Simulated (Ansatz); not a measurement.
# CH7ClOSi2: the cost of one run

Program: Ansatz 0.2.0 through its Python package. Level of theory: PBE0+D3(BJ)/cc-pVDZ. These are calculated values, not measurements.

## 1. The system

Bond lengths: Si1–O2 1.603 Å, O2–Si3 1.636 Å, Si3–C4 1.825 Å, C4–Cl5 1.784 Å, Si1–H6 1.555 Å, Si1–H7 1.477 Å, Si1–H8 1.440 Å, Si3–H9 1.521 Å, Si3–H10 1.516 Å, C4–H11 1.033 Å, C4–H12 1.141 Å. Angles (14 of 19 angles, heavy atoms first): Si1–O2–Si3 137.1°, O2–Si3–C4 118.6°, Si3–C4–Cl5 110.9°, O2–Si1–H6 109.3°, O2–Si1–H7 110.1°, O2–Si1–H8 111.6°, O2–Si3–H9 107.2°, O2–Si3–H10 108.1°, C4–Si3–H9 110.7°, C4–Si3–H10 108.5°, Si3–C4–H11 115.3°, Si3–C4–H12 107.4°, Cl5–C4–H11 111.1°, Cl5–C4–H12 105.1°.

No structure file is read: the coordinates are typed or built in the script.

## 2. The script

Input file spin.py:

```python
"""Gap between spin states of CH7ClOSi2 at one geometry."""

from dataclasses import dataclass
import logging
import sys
import warnings

import ansatz as az

logging.basicConfig(stream=sys.stdout, format="%(levelname)s:%(name)s:%(message)s")
log = logging.getLogger("ansatz_job")
log.setLevel(logging.INFO)


@dataclass(frozen=True)
class Settings:
    basis_set: str = "cc-pVDZ"
    functional: str = "pbe0"
    vdw: str = "d3bj"


settings = Settings()


def main() -> None:
    warnings.simplefilter("ignore", az.DeckWarning)

    geometry_ang = [
        ("Si", (-1.6802, 0.9443, 0.8433)),
        ("O", (-0.0882, 0.974, 0.6575)),
        ("Si", (1.1021, -0.1019, 0.3384)),
        ("C", (1.0179, -1.0625, -1.2106)),
        ("Cl", (0.8556, 0.0171, -2.6218)),
        ("H", (-2.2158, 2.402, 0.9202)),
        ("H", (-2.3176, 0.3109, -0.3295)),
        ("H", (-2.059, 0.2652, 2.0549)),
        ("H", (1.2059, -1.0292, 1.5398)),
        ("H", (2.4255, 0.6358, 0.3761)),
        ("H", (1.7811, -1.7444, -1.3491)),
        ("H", (0.0497, -1.6665, -1.1852)),
    ]
    system = az.Crystal.molecule()
    for symbol, xyz in geometry_ang:
        system = system.atom(symbol, xyz)

    setup = system.calculation()
    setup = setup.basis(gaussian=settings.basis_set).functional(settings.functional, dispersion=settings.vdw)
    found = {}
    for unpaired in [0, 2]:
        r = setup.spin("collinear", total=unpaired).run(threads=1).report
        s = unpaired / 2
        found[unpaired] = r["free_energy_ev"]
        log.info(f"2S+1 = {unpaired + 1}: E = {found[unpaired]:.5f} eV, <S^2> = {abs(r['mean_field']['state']['spin_squared']):.3f} (pure state {s * (s + 1):.2f})")
    lowest = min(found, key=found.get)
    for unpaired, e in found.items():
        log.info(f"multiplicity {unpaired + 1}: {96.485332 * (e - found[lowest]):.1f} kJ/mol above the lowest")


if __name__ == "__main__":
    main()
```

## 3. The calls as engine input

The engine receives this input (first run):

```yaml
crystal:
  periodic: [false, false, false]
  atoms:
    - { symbol: Si, position_ang: [-1.6802, 0.9443, 0.8433] }
    - { symbol: O, position_ang: [-0.0882, 0.974, 0.6575] }
    - { symbol: Si, position_ang: [1.1021, -0.1019, 0.3384] }
    - { symbol: C, position_ang: [1.0179, -1.0625, -1.2106] }
    - { symbol: Cl, position_ang: [0.8556, 0.0171, -2.6218] }
    - { symbol: H, position_ang: [-2.2158, 2.402, 0.9202] }
    - { symbol: H, position_ang: [-2.3176, 0.3109, -0.3295] }
    - { symbol: H, position_ang: [-2.059, 0.2652, 2.0549] }
    - { symbol: H, position_ang: [1.2059, -1.0292, 1.5398] }
    - { symbol: H, position_ang: [2.4255, 0.6358, 0.3761] }
    - { symbol: H, position_ang: [1.7811, -1.7444, -1.3491] }
    - { symbol: H, position_ang: [0.0497, -1.6665, -1.1852] }
basis:
  gaussian:
    orbitals: cc-pVDZ
hamiltonian:
  xc: pbe0
  dispersion: d3bj
magnetization:
  spin_polarized: true
  initial_magnetization: 0.0
```

## 4. Running it

The run is started by

```sh
$ python spin.py
```

Q: Estimate wall time and peak memory on 1 thread of Arm Neoverse V1, shared host.

About 38 s, with a peak of 0.46 GiB.
